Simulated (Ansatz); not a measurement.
Turn this script for Ansatz 0.2.0, Python API into the input file that the command-line program reads.

`energy_h7np2si.py`
```python
"""Single point of H7NP2Si."""

from dataclasses import dataclass

import ansatz as az
import numpy as np


@dataclass
class Settings:
    basis: str = "STO-3G"
    xc: str = "LC-wPBE"


opts = Settings()


def main() -> None:
    system = (
        az.Crystal.molecule()
        .atom("N", (-0.6023, -1.318, 0.7316))
        .atom("Si", (-0.1467, -0.3491, -0.5784))
        .atom("P", (2.0218, -0.1132, -0.3722))
        .atom("P", (-1.1628, 1.5687, -0.313))
        .atom("H", (-0.189, -0.95, 1.5843))
        .atom("H", (-0.1985, -2.244, 0.6109))
        .atom("H", (-0.5164, -1.0409, -1.8264))
        .atom("H", (2.2021, 0.8366, -1.4043))
        .atom("H", (2.0095, 0.8445, 0.6674))
        .atom("H", (-2.4732, 1.056, -0.1755))
        .atom("H", (-0.9445, 1.7093, 1.0758))
    )

    calculation = (
        system.calculation()
        .basis(gaussian=opts.basis)  # atom-centred Gaussian functions
        .functional(opts.xc)
        .forces()
    )
    done = calculation.run(threads=1)
    r = done.report

    for key in ("converged", "free_energy_ev", "reference_energy_ev", "n_frozen", "n_occupied", "n_virtual"):
        print(f"{key:22s} {r[key]}")

    field = r["mean_field"]
    print("<S^2> =", round(abs(field["state"]["spin_squared"]), 4), " all-electron relativity setting:", field["relativity"])
    print("passes:", field["passes"])
    if "symmetry" in field:
        print("occupied orbitals by irrep:", field["symmetry"]["occupied"])

    symbols = [site.symbol for site in system.cartesian_sites]
    forces = np.array(r["forces_ev_ang"])
    print("largest force", round(float(np.linalg.norm(forces, axis=1).max()), 4), "eV/A, rms", round(float(np.sqrt((forces ** 2).mean())), 4))

    charges = r["charge_distribution"]
    dipole = np.array(charges["dipole_moment_e_ang"]) * 4.803205
    print("dipole (D): {:.3f} {:.3f} {:.3f}, length {:.3f}".format(*dipole, np.linalg.norm(dipole)))
    print("atom  Mulliken   Lowdin")
    for symbol, m, l in zip(symbols, charges["mulliken_charges_e"], charges["lowdin_charges_e"]):
        print(f"{symbol:4s} {m:9.3f} {l:8.3f}")


if __name__ == "__main__":
    main()
```

```console
$ python energy_h7np2si.py
converged              True
free_energy_ev         -27727.403420247723
reference_energy_ev    -27727.403420247723
n_frozen               0
n_occupied             [29, 29]
n_virtual              [10, 10]
<S^2> = 0.0  all-electron relativity setting: none
passes: {'evaluations': 11, 'products': 9}
occupied orbitals by irrep: [{'A': 29}, {'A': 29}]
largest force 2.3693 eV/A, rms 0.7136
dipole (D): 0.594 -0.202 0.256, length 0.677
atom  Mulliken   Lowdin
N       -0.584   -0.424
Si       0.492    0.407
P        0.097    0.113
P        0.107    0.123
H        0.155    0.107
H        0.158    0.110
H       -0.109   -0.106
H       -0.079   -0.083
H       -0.084   -0.087
H       -0.072   -0.076
H       -0.081   -0.084
```

`input.yaml`:
```yaml
crystal:
  periodic: [false, false, false]
  atoms:
    - { symbol: "N", position_ang: [-0.6023, -1.318, 0.7316] }
    - { symbol: Si, position_ang: [-0.1467, -0.3491, -0.5784] }
    - { symbol: P, position_ang: [2.0218, -0.1132, -0.3722] }
    - { symbol: P, position_ang: [-1.1628, 1.5687, -0.313] }
    - { symbol: H, position_ang: [-0.189, -0.95, 1.5843] }
    - { symbol: H, position_ang: [-0.1985, -2.244, 0.6109] }
    - { symbol: H, position_ang: [-0.5164, -1.0409, -1.8264] }
    - { symbol: H, position_ang: [2.2021, 0.8366, -1.4043] }
    - { symbol: H, position_ang: [2.0095, 0.8445, 0.6674] }
    - { symbol: H, position_ang: [-2.4732, 1.056, -0.1755] }
    - { symbol: H, position_ang: [-0.9445, 1.7093, 1.0758] }
basis:
  gaussian: { orbitals: STO-3G }
hamiltonian:
  xc: lc_wpbe
output:
  forces: true
```

Launched from the shell:
```console
$ ansatz run input.yaml --threads 1 --pin off --max-ram 4096MiB --backend cpu --events-out ev --progress --plain --runs-dir out
Engine: ansatz 0.2.0, x86_64-unknown-linux-gnu
Functional definition: LC-wPBE
  parameter omega = 0.4/bohr
  exchange = pbe_x_sr(omega) + exact_x_lr(omega)
  correlation = pbe_c
459 factors; integrals over basis functions are off by at most 4.2e-5 eV
220 factors; integrals over basis functions are off by at most 3.0e-6 eV
mean field evaluation 1: about -27726.1914 eV, gradient 1.9e1 eV
mean field evaluation 2: about -27727.2161 eV, gradient 9.2e0 eV
mean field evaluation 4: about -27727.4481 eV, gradient 2.6e-1 eV
mean field evaluation 8: about -27727.4034 eV, gradient 1.4e-3 eV
mean field -27727.40342024 eV, -1018.9632813849 hartree, gradient 3.2e-5 eV, S^2 0.000000; 0 other end points of the search recorded, 0 dependent functions left out
the calculation of the forces begins
reference -27727.40342025 eV, -1018.9632813850 hartree; 29, 29 occupied and 10, 10 virtual orbitals, 459 factors
Total energy: -27727.40342025 eV, -1018.9632813850 hartree
Atom 0 at    -0.602300    -1.318000     0.731600 Å, force    -1.320198    -1.144822     0.738024 eV/Å
Atom 1 at    -0.146700    -0.349100    -0.578400 Å, force     0.319013     1.508618    -1.798910 eV/Å
Atom 2 at     2.021800    -0.113200    -0.372200 Å, force     0.793506     0.427139    -0.529126 eV/Å
Atom 3 at    -1.162800     1.568700    -0.313000 Å, force    -0.656241     0.619104    -0.122634 eV/Å
Atom 4 at    -0.189000    -0.950000     1.584300 Å, force     0.243045     0.229781     1.219610 eV/Å
Atom 5 at    -0.198500    -2.244000     0.610900 Å, force     0.193005    -1.277759     0.224433 eV/Å
Atom 6 at    -0.516400    -1.040900    -1.826400 Å, force     0.273116     0.495083     0.692293 eV/Å
Atom 7 at     2.202100     0.836600    -1.404300 Å, force    -0.130465    -0.259469     0.515181 eV/Å
Atom 8 at     2.009500     0.844500     0.667400 Å, force    -0.261609    -0.238301    -0.524619 eV/Å
Atom 9 at    -2.473200     1.056000    -0.175500 Å, force     0.606038     0.056160     0.084239 eV/Å
Atom 10 at    -0.944500     1.709300     1.075800 Å, force    -0.059210    -0.415534    -0.498489 eV/Å
Dipole moment:     0.123668    -0.042007     0.053195 e Å
```

The settings weren't tested for convergence. The geometry is a force-field or estimated start, not a minimum of this method, and the basis set is short of its limit. The Löwdin charges here are taken after orthogonalising the functions within each atom; they differ from plain Löwdin charges, and their signs can be unphysical. Hardware and time: 3.1 s on 1 thread of Intel(R) Xeon(R) 6975P-C (Granite Rapids), on a shared host, peak memory 0.17 GiB.

(A comment or docstring line of the script was reworded after the run, the code is as it ran; lines on the test bed's own set-up are left out of the output.)
